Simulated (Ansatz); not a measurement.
# FH4NSn: energy of protonation at one site from a Python script

Wanted for FH4NSn: the energy of protonation at one site.

All numbers are computed with the Python package of Ansatz 0.2.0. Level of theory: Hartree-Fock/def2-SVP.

## Step 1: The structure

Bond lengths: N1–Sn2 2.009 Å, Sn2–F3 1.935 Å, N1–H4 1.104 Å, N1–H5 1.037 Å, Sn2–H6 1.760 Å, Sn2–H7 1.777 Å. Angles: N1–Sn2–F3 107.8°, N1–Sn2–H6 110.5°, N1–Sn2–H7 109.5°, F3–Sn2–H6 110.2°, F3–Sn2–H7 110.0°, H6–Sn2–H7 108.8°, Sn2–N1–H4 105.0°, Sn2–N1–H5 111.4°, H4–N1–H5 104.3°.

No structure file is read: the coordinates are typed or built in the script.

## Step 2: The code

Input file fh4nsn_pa.py:

```python
"""Proton affinity of FH4NSn at one site."""

import ansatz
import numpy as np

GEOMETRY = """
N    -1.01490    0.12700   -0.82740
Sn    0.38670   -0.13790    0.58740
F     0.36200   -2.00330    1.10170
H    -0.91680    1.18300   -1.13370
H    -0.79240   -0.40980   -1.68650
H     0.05580    0.88200    1.98360
H     1.98090    0.29100   -0.07090
"""

molecule = ansatz.Crystal.molecule()
for line in GEOMETRY.strip().splitlines():
    symbol, *xyz = line.split()
    molecule = molecule.atom(symbol, [float(v) for v in xyz])

calc = (
    molecule.calculation()
    .basis(gaussian="def2-SVP")
    .functional("HF")
)
symbols = [site.symbol for site in molecule.cartesian_sites]
start = np.array([site.position_ang for site in molecule.cartesian_sites], dtype=float)
summary = calc.relax(force_tolerance=0.01, max_steps=100).run(threads=1).report
end = np.array(summary["positions_ang"])

# start the new hydrogen opposite the existing bonds
away = sum((end[0] - end[j]) / np.linalg.norm(end[0] - end[j]) for j in [1, 3, 4]) + np.array([0.15, 0.1, -0.2])
proton = end[0] + 1.0 * away / np.linalg.norm(away)
acid = ansatz.Crystal.molecule()
for symbol, place in zip(symbols, end):
    acid = acid.atom(symbol, place.tolist())
acid = acid.atom("H", proton.tolist())
protonated = (
    acid.calculation()
    .basis(gaussian="def2-SVP")
    .functional("HF")
    .charge(1)
    .relax(force_tolerance=0.01, max_steps=80)
)
after = protonated.run(threads=1).report
xyz = np.array(after["positions_ang"])
reach = np.linalg.norm(xyz[:-1] - xyz[-1], axis=1)
print(f"base {summary['free_energy_ev']:.5f} eV, protonated {after['free_energy_ev']:.5f} eV")
print(f"the proton ends {reach.min():.3f} A from {symbols[reach.argmin()]}{reach.argmin()}")
print(f"electronic proton affinity {96.485332 * (summary['free_energy_ev'] - after['free_energy_ev']):.1f} kJ/mol")
```

## Step 3: What the engine is handed

The package turns the script's settings into the engine's input (first run):

```yaml
crystal:
  periodic: [false, false, false]
  atoms:
    - { symbol: "N", position_ang: [-1.0149, 0.127, -0.8274] }
    - { symbol: Sn, position_ang: [0.3867, -0.1379, 0.5874] }
    - { symbol: F, position_ang: [0.362, -2.0033, 1.1017] }
    - { symbol: H, position_ang: [-0.9168, 1.183, -1.1337] }
    - { symbol: H, position_ang: [-0.7924, -0.4098, -1.6865] }
    - { symbol: H, position_ang: [0.0558, 0.882, 1.9836] }
    - { symbol: H, position_ang: [1.9809, 0.291, -0.0709] }
basis:
  gaussian:
    orbitals: def2-SVP
hamiltonian:
  xc: hf
relax:
  f_tol: 0.01
  max_steps: 100
```

## Step 4: Running it

The run is started by

```bash
> python fh4nsn_pa.py
```

What it wrote:

```text
base -10053.21759 eV, protonated -10063.14502 eV
the proton ends 1.013 A from N0
electronic proton affinity 957.9 kJ/mol
```

Wall time 73 s (1 thread of Arm Neoverse V2, shared host); peak memory 0.23 GiB.

## Step 5: Inputs of later runs

The engine's inputs for the other runs:

Run 2, against run 1:

```diff
@@ -4,7 +4,8 @@
-    - { symbol: "N", position_ang: [-1.0149, 0.127, -0.8274] }
-    - { symbol: Sn, position_ang: [0.3867, -0.1379, 0.5874] }
-    - { symbol: F, position_ang: [0.362, -2.0033, 1.1017] }
-    - { symbol: H, position_ang: [-0.9168, 1.183, -1.1337] }
-    - { symbol: H, position_ang: [-0.7924, -0.4098, -1.6865] }
-    - { symbol: H, position_ang: [0.0558, 0.882, 1.9836] }
-    - { symbol: H, position_ang: [1.9809, 0.291, -0.0709] }
+    - { symbol: "N", position_ang: [-0.6778916669286178, 0.42317528195181736, -0.9921989033768153] }
+    - { symbol: Sn, position_ang: [0.5217142172030392, -0.02214622019113405, 0.5506366375501627] }
+    - { symbol: F, position_ang: [0.12734101547414844, -1.816018731348151, 1.1548031651975643] }
+    - { symbol: H, position_ang: [-1.6598008448237818, 0.5311059282158228, -0.8164506778332379] }
+    - { symbol: H, position_ang: [-0.5459311464748027, -0.06979338552758237, -1.8561804640070512] }
+    - { symbol: H, position_ang: [0.15895167658399606, 0.9704784100480666, 1.8775651218967577] }
+    - { symbol: H, position_ang: [2.1369167489660192, -0.08480128314883921, 0.03602512057261934] }
+    - { symbol: H, position_ang: [-0.21376064587828042, 1.2449805408623231, -1.3226811445423698] }
@@ -15,0 +17 @@
+total_charge: 1.0
@@ -18 +20 @@
-  max_steps: 100
+  max_steps: 80
```

## Step 6: What the script built

Run 2 starts from these 8 atoms:

```xyz
8

N    -0.678    0.423   -0.992
Sn    0.522   -0.022    0.551
F     0.127   -1.816    1.155
H    -1.660    0.531   -0.816
H    -0.546   -0.070   -1.856
H     0.159    0.970    1.878
H     2.137   -0.085    0.036
H    -0.214    1.245   -1.323
```

Lines on the test bed's own set-up are left out of the output.

## Step 7: The engine's runs

From the records of these 2 runs:

```tsv
run	system	relax.max_steps	energy (eV)	SCF cycles in all	CPU time (s)
1	FH4NSn	100	-10053.2176	131	21
2	FH5NSn, charge +1	80	-10063.1450	305	52
```

Totals carry meaning only in balanced differences at one level of theory.

## Step 8: The relaxation of run 1, step by step

The steps of the relaxation:

| step | energy from step 1 (eV) | largest force component (eV/Å) |
| --- | --- | --- |
| 1 | 0.0000 | 3.2468 |
| 2 | -0.3015 | 1.3735 |
| 3 | -0.3863 | 0.5671 |
| 4 | -0.4053 | 0.1370 |
| 5 | -0.4192 | 0.0948 |
| 6 | -0.4279 | 0.1237 |
| 7 | -0.4453 | 0.2987 |
| 8 | -0.4802 | 0.4318 |
| 9 | -0.5115 | 0.1577 |
| 10 | -0.5129 | 0.0463 |
| 11 | -0.5130 | 0.0020 |
| 12 | -0.5130 | 0.0100 |
| 13 | -0.5131 | 0.0061 |

Step 1 is the start. Step 12 was tried and not accepted.

Before: Bond lengths: N1–Sn2 2.009 Å, Sn2–F3 1.935 Å, N1–H4 1.104 Å, N1–H5 1.037 Å, Sn2–H6 1.760 Å, Sn2–H7 1.777 Å. Angles: N1–Sn2–F3 107.8°, N1–Sn2–H6 110.5°, N1–Sn2–H7 109.5°, F3–Sn2–H6 110.2°, F3–Sn2–H7 110.0°, H6–Sn2–H7 108.8°, Sn2–N1–H4 105.0°, Sn2–N1–H5 111.4°, H4–N1–H5 104.3°.

After: Bond lengths: N1–Sn2 2.004 Å, Sn2–F3 1.934 Å, N1–H4 1.003 Å, N1–H5 1.003 Å, Sn2–H6 1.696 Å, Sn2–H7 1.696 Å. Angles: N1–Sn2–F3 108.9°, N1–Sn2–H6 110.1°, N1–Sn2–H7 110.2°, F3–Sn2–H6 104.8°, F3–Sn2–H7 104.8°, H6–Sn2–H7 117.6°, Sn2–N1–H4 118.3°, Sn2–N1–H5 118.4°, H4–N1–H5 109.4°.

## Step 9: How the relaxation of run 2 went

The steps of the relaxation:

```
step  energy from step 1 (eV)  largest force component (eV/Å)
   1                   0.0000                          4.4507
   2                  -0.8257                          1.3535
   3                  -0.9473                          0.8041
   4                  -0.9693                          0.2541
   5                  -0.9740                          0.0826
   6                  -0.9748                          0.0257
   7                  -0.9753                          0.0103
   8                  -0.9493                          0.8123
   9                  -0.9762                          0.0048
  10                  -0.9767                          0.0308
  11                  -0.9676                          0.5618
  12                  -0.9772                          0.0249
  13                  -0.9787                          0.1187
  14                  -0.9756                          0.3385
  15                  -0.9807                          0.0441
  16                  -0.9823                          0.0746
  17                  -0.9831                          0.1669
  18                  -0.9817                          0.3344
  19                  -0.9863                          0.0539
  20                  -0.9879                          0.0570
  21                  -0.9878                          0.2323
  22                  -0.9870                          0.1032
  23                  -0.9889                          0.0103
  24                  -0.9898                          0.0385
  25                  -0.9896                          0.1746
  26                  -0.9901                          0.0512
  27                  -0.9909                          0.0086
  28                  -0.9909                          0.0837
  29                  -0.9912                          0.0321
  30                  -0.9912                          0.0026
  31                  -0.9913                          0.0049
```

Step 1 is the start. Steps 8, 11, 14, 18, 21, 22, 25 were tried and not accepted.

Before: Bond lengths: N1–Sn2 2.004 Å, Sn2–F3 1.934 Å, N1–H4 1.003 Å, N1–H5 1.003 Å, Sn2–H6 1.696 Å, Sn2–H7 1.696 Å, N1–H8 1.000 Å. Angles: N1–Sn2–F3 108.9°, N1–Sn2–H6 110.1°, N1–Sn2–H7 110.2°, F3–Sn2–H6 104.8°, F3–Sn2–H7 104.8°, H6–Sn2–H7 117.6°, Sn2–N1–H4 118.3°, Sn2–N1–H5 118.4°, Sn2–N1–H8 99.2°, H4–N1–H5 109.4°, H4–N1–H8 115.1°, H5–N1–H8 93.3°.

After: Bond lengths: N1–Sn2 2.241 Å, Sn2–F3 1.898 Å, N1–H4 1.013 Å, N1–H5 1.016 Å, Sn2–H6 1.676 Å, Sn2–H7 1.676 Å, N1–H8 1.013 Å. Angles: N1–Sn2–F3 88.9°, N1–Sn2–H6 103.9°, N1–Sn2–H7 103.9°, F3–Sn2–H6 111.4°, F3–Sn2–H7 111.4°, H6–Sn2–H7 128.7°, Sn2–N1–H4 114.8°, Sn2–N1–H5 106.2°, Sn2–N1–H8 114.9°, H4–N1–H5 106.7°, H4–N1–H8 106.8°, H5–N1–H8 106.8°.

## Step 10: Summary of results

| quantity | value |
| --- | --- |
| electronic proton affinity | 957.9 kJ/mol |
| runs compared | 2 |
| moves of the relaxation of run 1 | 11 |
| energy gained in run 1 | 0.513 eV |
| last largest force component of run 1 | 0.0061 eV/Å |
| moves of the relaxation of run 2 | 23 |
| energy gained in run 2 | 0.991 eV |
| last largest force component of run 2 | 0.0049 eV/Å |

Run 1: After 11 moves the largest shift is 1.038 Å, of atom 4 (H). So large a move can change the bonding: the results belong to the relaxed structure. Run 2: The relaxation took 23 moves; the largest shift is 0.827 Å, of atom 5 (H). So large a move can change the bonding: the results belong to the relaxed structure. Caveats:
- The proton is put on one chosen atom, which needn't be the most basic site, so the molecule's proton affinity can be higher; the ends are stationary points, not checked by frequencies, and zero-point and thermal terms count only where printed.
- def2 sets replace the cores of elements past krypton by effective core potentials.
